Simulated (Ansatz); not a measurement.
**CH4AlIS: basis-set convergence**

Aim: see how fast density functionals converge with the basis set for CH4AlIS.

Computed with Ansatz 0.2.0, Gaussian basis. Level: one geometry, several basis sets.

Plan: PBE0-D4/def2-SVP; ωB97M-V/def2-SVP; PBE0-D4/def2-QZVPP; ωB97M-V/def2-QZVPP; the functionals' def2-TZVPP values are taken from earlier runs.

## (1) Structure used throughout

An earlier PBE0-D4 in a triple-zeta def2 set relaxation fixed the geometry. I takes the def2 core potential; no spin-orbit term is included.

8 atoms, charge 0, spin multiplicity 1.

Atoms are counted from 1 here; the program's logs count them from 0.

Bond lengths: S1–C2 1.859 Å, S1–Al3 2.485 Å, S1–H5 1.345 Å, C2–Al3 1.942 Å, C2–H6 1.086 Å, C2–H7 1.090 Å, Al3–I4 2.494 Å, Al3–H8 1.573 Å. Angles: C2–S1–Al3 50.6°, C2–S1–H5 97.0°, Al3–S1–H5 87.3°, S1–C2–Al3 81.6°, S1–C2–H6 110.4°, S1–C2–H7 105.0°, Al3–C2–H6 126.2°, Al3–C2–H7 116.7°, H6–C2–H7 110.3°, S1–Al3–C2 47.7°, S1–Al3–I4 108.1°, S1–Al3–H8 113.6°, C2–Al3–I4 116.5°, C2–Al3–H8 122.5°, I4–Al3–H8 120.8°.

## (2) PBE0-D4 in def2-SVP

The input, in.yaml:

```yaml
crystal:
  periodic: [false, false, false]
  atoms:
    - {symbol: S, position_ang: [-0.381016, 1.399369, 0.661026]}
    - {symbol: C, position_ang: [1.004915, 0.263844, 0.166170]}
    - {symbol: Al, position_ang: [-0.448904, -1.021499, 0.104543]}
    - {symbol: I, position_ang: [-1.611877, -1.281441, -2.086436]}
    - {symbol: H, position_ang: [-0.851021, 1.632486, -0.577433]}
    - {symbol: H, position_ang: [1.539931, 0.668535, -0.688079]}
    - {symbol: H, position_ang: [1.659743, 0.220493, 1.036705]}
    - {symbol: H, position_ang: [-0.819771, -1.938887, 1.327804]}
basis:
  gaussian: {orbitals: def2-SVP}
hamiltonian: {xc: pbe0, dispersion: d4}
output: {orbitals: {seedname: orbitals}}
```

The run is started by

```sh
> ansatz run in.yaml --threads 4 --pin off --events-out ev --progress --plain --max-ram 10444MiB
```

The runs that follow: ωB97M-V in def2-SVP; PBE0-D4 in def2-QZVPP; ωB97M-V in def2-QZVPP.

Before running them: what should the planned runs give, taken together? Wanted: PBE0-D4: double and triple zeta above quadruple; ωB97M-V: double and triple zeta above quadruple.

As calculated:

```
                                       quantity          value
PBE0-D4: double and triple zeta above quadruple  8.22, 0.62 eV
ωB97M-V: double and triple zeta above quadruple  8.24, 0.59 eV
```

**Reading.** For PBE0-D4 the step from double to triple zeta gains 7.60 eV and the next only 0.62 eV. These are total energies; as a rule much of such shifts cancels in differences, which this series doesn't test. The LUMO of ωB97M-V is positive and keeps falling with the basis (1.26 to 0.67 eV): an unbound level that the basis holds in place.
